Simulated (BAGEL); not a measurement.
# CH3ClF2Si (SMILES F[SiH](F)CCl): levels of theory compared

We compute a comparison of 4 runs (HF/STO-3G, HF/3-21G, HF/6-31G*, HF/def2-SVP) of CH3ClF2Si. 

The calculation is run with BAGEL 1.2.2.

1 further run of the same task is left out (set aside as unsound or not needed).

**1. Starting point**

CH3ClF2Si has 8 atoms, charge 0, and is taken as a singlet. SMILES: `F[SiH](F)CCl`. The C4–Cl5 distance was set to 2.332 Å, away from the relaxed value.

Bond lengths: F1–Si2 1.598 Å, Si2–F3 1.593 Å, Si2–C4 1.898 Å, Si2–H6 1.439 Å, C4–H7 1.088 Å, C4–H8 1.090 Å. Angles: F1–Si2–F3 102.4°, F1–Si2–C4 107.3°, F3–Si2–C4 109.2°, F1–Si2–H6 109.8°, F3–Si2–H6 109.5°, C4–Si2–H6 117.5°, Si2–C4–H7 112.6°, Si2–C4–H8 112.0°, H7–C4–H8 108.2°. A long bond or contact: C4–Cl5 2.332 Å.

**2. The energy at HF/STO-3G (density fitting with qzvpp-jkfit) (run 1)**

Contents of hf.json:

```json
{ "bagel" : [

{
  "title" : "molecule",
  "basis" : "sto-3g",
  "df_basis" : "qzvpp-jkfit",
  "angstrom" : true,
  "geometry" : [
    { "atom" : "F", "xyz" : [      -0.261888,      -1.509512,       2.123209 ] },
    { "atom" : "Si", "xyz" : [       0.337242,      -0.414092,       1.125149 ] },
    { "atom" : "F", "xyz" : [       1.755752,      -1.033682,       0.747439 ] },
    { "atom" : "C", "xyz" : [      -0.767088,      -0.391692,      -0.418871 ] },
    { "atom" : "Cl", "xyz" : [      -0.120740,       1.307930,      -1.878760 ] },
    { "atom" : "H", "xyz" : [       0.527222,       0.828938,       1.823999 ] },
    { "atom" : "H", "xyz" : [      -1.813388,      -0.210742,      -0.181551 ] },
    { "atom" : "H", "xyz" : [      -0.701218,      -1.322712,      -0.982321 ] }
  ]
},

{ "title" : "hf" },

{ "title" : "print", "file" : "orbitals.molden", "orbitals" : true }

]}
```

The run is started by

```sh
$ BAGEL_NUM_THREADS=1 BAGEL hf.json > hf.out
```

What it wrote:

```text
* using 1 threads per process

  ===============================================================
  ===============================================================

  *** Geometry ***

  { "atom" : "F", "xyz" : [     -0.494897,     -2.852564,      4.012284 ] },
  { "atom" : "Si", "xyz" : [      0.637295,     -0.782520,      2.126223 ] },
  { "atom" : "F", "xyz" : [      3.317890,     -1.953376,      1.412455 ] },
  { "atom" : "C", "xyz" : [     -1.449586,     -0.740191,     -0.791551 ] },
  { "atom" : "Cl", "xyz" : [     -0.228166,      2.471629,     -3.550342 ] },
  { "atom" : "H", "xyz" : [      0.996305,      1.566466,      3.446859 ] },
  { "atom" : "H", "xyz" : [     -3.426807,     -0.398245,     -0.343082 ] },
  { "atom" : "H", "xyz" : [     -1.325110,     -2.499563,     -1.856318 ] },

  Number of auxiliary basis functions:      539

  Since a DF basis is specified, we compute 2- and 3-index integrals:
    o Being stored without compression. Storage requirement is 0.006 GB

  Number of basis functions:       36
  Number of electrons      :       58

    * METHOD: MOLECULE                             0.19

  *** RHF ***

  === Nuclear Repulsion ===
   277.4168252808

      * DIIS with orbital gradients will be used.

  === RHF iteration (sto-3g) ===
      0       -975.18542374          0.01807042           0.03
      1       -975.35104798          0.00884828           0.03
      2       -975.38248431          0.00150792           0.03
      3       -975.38403838          0.00038210           0.03
      4       -975.38417434          0.00008278           0.03
      5       -975.38418102          0.00001873           0.03
      6       -975.38418136          0.00000687           0.03
      7       -975.38418141          0.00000140           0.03
      8       -975.38418141          0.00000045           0.03
      9       -975.38418141          0.00000019           0.03
     10       -975.38418141          0.00000007           0.03
     11       -975.38418141          0.00000002           0.03
     12       -975.38418141          0.00000001           0.03
    * SCF iteration converged.

    * Permanent dipole moment:
           (    0.602522,     0.625965,    -0.970779) a.u.

    * METHOD: HF                                   0.45

    * METHOD: PRINT                                0.00

  ===============================================================
```

Run time: 0.78 s. Hardware: 1 thread of Arm Neoverse V2, shared host.

**3. A single-point energy at HF/3-21G (density fitting with qzvpp-jkfit) (run 2)**

Contents of input.json:

```json
{ "bagel": [

{
  "title": "molecule",
  "basis": "3-21g",
  "df_basis": "qzvpp-jkfit",
  "angstrom": "true",
  "geometry": [
    { "atom": "F", "xyz": [      -0.261888,      -1.509512,       2.123209 ] },
    { "atom": "Si", "xyz": [       0.337242,      -0.414092,       1.125149 ] },
    { "atom": "F", "xyz": [       1.755752,      -1.033682,       0.747439 ] },
    { "atom": "C", "xyz": [      -0.767088,      -0.391692,      -0.418871 ] },
    { "atom": "Cl", "xyz": [      -0.120740,       1.307930,      -1.878760 ] },
    { "atom": "H", "xyz": [       0.527222,       0.828938,       1.823999 ] },
    { "atom": "H", "xyz": [      -1.813388,      -0.210742,      -0.181551 ] },
    { "atom": "H", "xyz": [      -0.701218,      -1.322712,      -0.982321 ] }
  ]
},

{ "title": "hf" },

{ "title": "print", "file": "orbitals.molden", "orbitals": "true" }

]}
```

The run is started by

```sh
$ BAGEL_NUM_THREADS=1 BAGEL input.json > input.out
```

What it wrote:

```text
* using 1 threads per process

  ===============================================================
  ===============================================================

  *** Geometry ***

  { "atom" : "F", "xyz" : [     -0.494897,     -2.852564,      4.012284 ] },
  { "atom" : "Si", "xyz" : [      0.637295,     -0.782520,      2.126223 ] },
  { "atom" : "F", "xyz" : [      3.317890,     -1.953376,      1.412455 ] },
  { "atom" : "C", "xyz" : [     -1.449586,     -0.740191,     -0.791551 ] },
  { "atom" : "Cl", "xyz" : [     -0.228166,      2.471629,     -3.550342 ] },
  { "atom" : "H", "xyz" : [      0.996305,      1.566466,      3.446859 ] },
  { "atom" : "H", "xyz" : [     -3.426807,     -0.398245,     -0.343082 ] },
  { "atom" : "H", "xyz" : [     -1.325110,     -2.499563,     -1.856318 ] },

  Number of auxiliary basis functions:      539

  Since a DF basis is specified, we compute 2- and 3-index integrals:
    o Being stored without compression. Storage requirement is 0.015 GB

  Number of basis functions:       59
  Number of electrons      :       58

    * METHOD: MOLECULE                             0.20

  *** RHF ***

  === Nuclear Repulsion ===
   277.4168252808

      * DIIS with orbital gradients will be used.

  === RHF iteration (3-21g) ===
      0       -981.79915889          0.02368736           0.05
      1       -981.93512340          0.01454825           0.05
      2       -981.99062505          0.00117355           0.05
      3       -981.99136961          0.00051029           0.05
      4       -981.99145957          0.00010062           0.05
      5       -981.99146806          0.00003267           0.05
      6       -981.99146904          0.00001258           0.05
      7       -981.99146920          0.00000280           0.05
      8       -981.99146921          0.00000088           0.05
      9       -981.99146921          0.00000040           0.05
     10       -981.99146921          0.00000012           0.05
     11       -981.99146921          0.00000003           0.05
     12       -981.99146921          0.00000002           0.05
     13       -981.99146921          0.00000001           0.05
    * SCF iteration converged.

    * Permanent dipole moment:
           (    0.901933,     0.257199,    -0.633079) a.u.

    * METHOD: HF                                   0.81

    * METHOD: PRINT                                0.01

  ===============================================================
```

Wall time 1.1 s (1 thread of Arm Neoverse V2, shared host); peak memory 0.1 GiB.

Run 3 isn't shown in full; the table further down has it.

**4. The energy at HF/def2-SVP (density fitting with qzvpp-jkfit) (run 4)**

Contents of input.json:

```json
{ "bagel": [

{
  "title": "molecule",
  "basis": "svp",
  "df_basis": "qzvpp-jkfit",
  "angstrom": true,
  "geometry": [
    { "atom": "F", "xyz": [   -0.261888,   -1.509512,    2.123209 ] },
    { "atom": "Si", "xyz": [    0.337242,   -0.414092,    1.125149 ] },
    { "atom": "F", "xyz": [    1.755752,   -1.033682,    0.747439 ] },
    { "atom": "C", "xyz": [   -0.767088,   -0.391692,   -0.418871 ] },
    { "atom": "Cl", "xyz": [   -0.120740,    1.307930,   -1.878760 ] },
    { "atom": "H", "xyz": [    0.527222,    0.828938,    1.823999 ] },
    { "atom": "H", "xyz": [   -1.813388,   -0.210742,   -0.181551 ] },
    { "atom": "H", "xyz": [   -0.701218,   -1.322712,   -0.982321 ] }
  ]
},
{ "title": "hf" },
{ "title": "print", "file": "orbitals.molden", "orbitals": true }

]}
```

The run is started by

```sh
$ BAGEL_NUM_THREADS=1 BAGEL input.json > input.out
```

What it wrote:

```text
* using 1 threads per process

  ===============================================================
  ===============================================================

  *** Geometry ***

  { "atom" : "F", "xyz" : [     -0.494897,     -2.852564,      4.012284 ] },
  { "atom" : "Si", "xyz" : [      0.637295,     -0.782520,      2.126223 ] },
  { "atom" : "F", "xyz" : [      3.317890,     -1.953376,      1.412455 ] },
  { "atom" : "C", "xyz" : [     -1.449586,     -0.740191,     -0.791551 ] },
  { "atom" : "Cl", "xyz" : [     -0.228166,      2.471629,     -3.550342 ] },
  { "atom" : "H", "xyz" : [      0.996305,      1.566466,      3.446859 ] },
  { "atom" : "H", "xyz" : [     -3.426807,     -0.398245,     -0.343082 ] },
  { "atom" : "H", "xyz" : [     -1.325110,     -2.499563,     -1.856318 ] },

  Number of auxiliary basis functions:      539

  Since a DF basis is specified, we compute 2- and 3-index integrals:
    o Being stored without compression. Storage requirement is 0.037 GB

  Number of basis functions:       93
  Number of electrons      :       58

    * METHOD: MOLECULE                             0.24

  *** RHF ***

  === Nuclear Repulsion ===
   277.4168252808

      * DIIS with orbital gradients will be used.

  === RHF iteration (svp) ===
      0       -986.34029524          0.01766792           0.09
      1       -986.48888541          0.01118471           0.08
      2       -986.56588898          0.00106875           0.08
      3       -986.56695391          0.00027049           0.08
      4       -986.56700709          0.00006434           0.08
      5       -986.56701071          0.00001905           0.08
      6       -986.56701110          0.00000571           0.08
      7       -986.56701116          0.00000177           0.08
      8       -986.56701117          0.00000073           0.08
      9       -986.56701117          0.00000034           0.08
     10       -986.56701117          0.00000008           0.08
     11       -986.56701117          0.00000003           0.08
     12       -986.56701117          0.00000001           0.08
     13       -986.56701117          0.00000000           0.08
    * SCF iteration converged.

    * Permanent dipole moment:
           (    0.808672,     0.280178,    -0.558172) a.u.

    * METHOD: HF                                   1.37

    * METHOD: PRINT                                0.02

  ===============================================================
```

It took 1.8 s on 1 thread of Arm Neoverse V2, shared host; peak memory 0.15 GiB.

**5. All runs side by side**

| run | level | energy (Eh) | dipole moment (D) | HOMO energy (eV) | LUMO energy (eV) | wall time |
| --- | --- | --- | --- | --- | --- | --- |
| 1 | HF/STO-3G (density fitting with qzvpp-jkfit) | -975.384181 | 3.31 | -9.46 | 3.66 | 0.78 s |
| 2 | HF/3-21G (density fitting with qzvpp-jkfit) | -981.991469 | 2.88 | -12.09 | 0.23 | 1.1 s |
| 3 | HF/6-31G* (density fitting with qzvpp-jkfit, spherical functions) | -986.964475 | 2.98 | -11.92 | 0.41 | 1.6 s |
| 4 | HF/def2-SVP (density fitting with qzvpp-jkfit) | -986.567011 | 2.60 | -11.81 | 0.55 | 1.8 s |

**6. What came out**

```
            quantity          value
 run 4: total energy  -986.56701 Eh
run 4: dipole moment         2.60 D
  run 4: HOMO energy      -11.81 eV
  run 4: LUMO energy        0.55 eV
run 4: HOMO–LUMO gap       12.36 eV
```

What this shows: The dipole moment (its size) runs from 2.60 D (HF/def2-SVP) to 3.31 D (HF/STO-3G). The HOMO–LUMO gap runs from 12.32 eV (HF/3-21G) to 13.12 eV (HF/STO-3G). In run 1 the basis is minimal, so the values are rough. All runs together took 5.3 s, the longest 1.8 s.
